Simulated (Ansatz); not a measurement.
**C2H2BFSe: basis-set convergence**

One table from this session's results is given with a row withheld; the runs are named, their logs left out.

Program: Ansatz 0.2.0, Gaussian basis. Level of theory: one geometry, several basis sets. These are calculated values, not measurements.

The runs, in order: PBE0-D4/def2-SVP; ωB97M-V/def2-SVP; PBE0-D4/def2-QZVPP; ωB97M-V/def2-QZVPP; the functionals' def2-TZVPP values are taken from earlier runs.

## The geometry

All runs share one geometry, relaxed beforehand with PBE0-D4 in a triple-zeta def2 set.

SMILES `C#C[Se]BF`, 7 atoms, charge 0, spin multiplicity 1.

Atoms are counted from 1 here; the program's logs count them from 0.

Bond lengths: C1–C2 1.202 Å, C1–H6 1.065 Å, C2–Se3 1.826 Å, Se3–B4 1.942 Å, B4–F5 1.312 Å, B4–H7 1.194 Å. Angles: C2–C1–H6 179.4°, C1–C2–Se3 177.0°, C2–Se3–B4 100.0°, Se3–B4–F5 122.2°, Se3–B4–H7 116.6°, F5–B4–H7 121.1°.

Set-up of the first run:

Contents of in.yaml:

```yaml
crystal:
  periodic: [false, false, false]
  atoms:
    - {symbol: C, position_ang: [-0.914479, 1.577907, 1.164222]}
    - {symbol: C, position_ang: [-0.228084, 0.603800, 1.004904]}
    - {symbol: Se, position_ang: [0.833411, -0.874410, 0.855523]}
    - {symbol: B, position_ang: [0.673988, -1.211640, -1.049990]}
    - {symbol: F, position_ang: [-0.054442, -0.455070, -1.835808]}
    - {symbol: H, position_ang: [-1.524620, 2.440714, 1.295024]}
    - {symbol: H, position_ang: [1.275526, -2.149399, -1.479575]}
basis:
  gaussian: {orbitals: def2-SVP}
hamiltonian: {xc: pbe0, dispersion: d4}
output: {orbitals: {seedname: orbitals}}
```

Started as:

```console
$ ansatz run in.yaml --threads 2 --pin off --events-out ev --progress --plain --max-ram 4352MiB
```

Among the steps run: PBE0-D4 in def2-SVP; ωB97M-V in def2-SVP; PBE0-D4 in def2-QZVPP; ωB97M-V in def2-QZVPP.

One of the session's tables, all rows but one given; the rest of the session is left out.

It belongs to the step «Functionals by basis». 

| functional | basis | HOMO (eV) |
| --- | --- | --- |
| PBE0-D4 | def2-SVP | -7.20 |
| PBE0-D4 | def2-TZVPP | -7.28 |
| PBE0-D4 | def2-QZVPP | -7.29 |
| ωB97M-V | def2-SVP | -9.23 |
| ωB97M-V | def2-TZVPP | ? |
| ωB97M-V | def2-QZVPP | -9.34 |

Q: Estimate the row for ωB97M-V, def2-TZVPP from the others.

The run gave: HOMO (eV): -9.33. In the column «HOMO (eV)» it lies between ωB97M-V, def2-QZVPP (-9.34) and ωB97M-V, def2-SVP (-9.23).
